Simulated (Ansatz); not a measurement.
# TiAl2O4: the cost of one run

Method: DFT PBE, scalar-relativistic, plane waves, PAW, in Ansatz 0.2.0.

1 further run of the same task is left out (it didn't finish). Runs told in other sessions of the task aren't counted.

**1. Starting point**

Symmetry: P-6m2, No. 187, hexagonal system. Conventional cell: a = 3.698 Å, b = 3.698 Å, c = 8.245 Å, α = 90.00°, β = 90.00°, γ = 120.00°. Around Ti (site symmetry -6m2) lie 5 O at 1.59 to 2.14 Å. Al (site symmetry 3m) is surrounded by 7 O at 2.11 to 2.94 Å. Around O (site symmetry -6m2) lie 2 Al at 2.11 Å and 3 Ti at 2.14 Å. O (site symmetry -6m2) is surrounded by 6 Al at 2.94 Å. Around O (site symmetry 3m) lie 1 Ti at 1.59 Å and 3 Al at 2.20 Å.

Coordinates:

```xyz
7
Lattice="3.6982 0.0000 0.0000 -1.8491 3.2027 0.0000 0.0000 0.0000 8.2451" Properties=species:S:1:pos:R:3 pbc="T T T"
Ti    0.0000    0.0000    4.1226
Al    1.8491    1.0676    2.0162
Al    1.8491    1.0676    6.2289
O     1.8491    1.0676    4.1226
O     0.0000    2.1351    0.0000
O     0.0000    0.0000    2.5291
O     0.0000    0.0000    5.7160
```

Recipe of the guess: random cell by space group and Wyckoff sites (P-6m2, No. 187). Its size is a rough estimate.

**2. A first look at the guess**

Input file input.yaml:

```yaml
crystal:
  lattice:
    - [3.69815647, 0.0, 0.0]
    - [-1.84907824, 3.20269745, 0.0]
    - [0.0, 0.0, 8.24513805]
  atoms:
    - { symbol: Ti, position: [0.0, 0.0, 0.5], spin: 1.0 }
    - { symbol: Al, position: [0.66666667, 0.33333333, 0.24453254] }
    - { symbol: Al, position: [0.66666667, 0.33333333, 0.75546746] }
    - { symbol: O, position: [0.66666667, 0.33333333, 0.5] }
    - { symbol: O, position: [0.33333333, 0.66666667, 0.0] }
    - { symbol: O, position: [0.0, 0.0, 0.30673834] }
    - { symbol: O, position: [0.0, 0.0, 0.69326166] }
basis:
  ecutwfc: 420
kpoints:
  mp_grid: { grid: [6, 6, 2] }
hamiltonian:
  xc: pbe
scf:
  occupations: { method: gaussian, width: 0.1 }
  lower_state_search: "off"
output:
  forces: true
  stress: true
  eigenvalues: true
  populations: true
magnetization:
  spin_polarized: true
```

Run with:

```sh
$ ansatz run input.yaml --threads 1 --pin off --max-ram 2560MiB --backend cpu --events-out ev --progress --plain --runs-dir out
```

What time and memory should one allow on 1 thread of Intel Xeon at 2.50GHz (Skylake/Cascade Lake), shared host?

About 55 s, with a peak of 0.38 GiB.
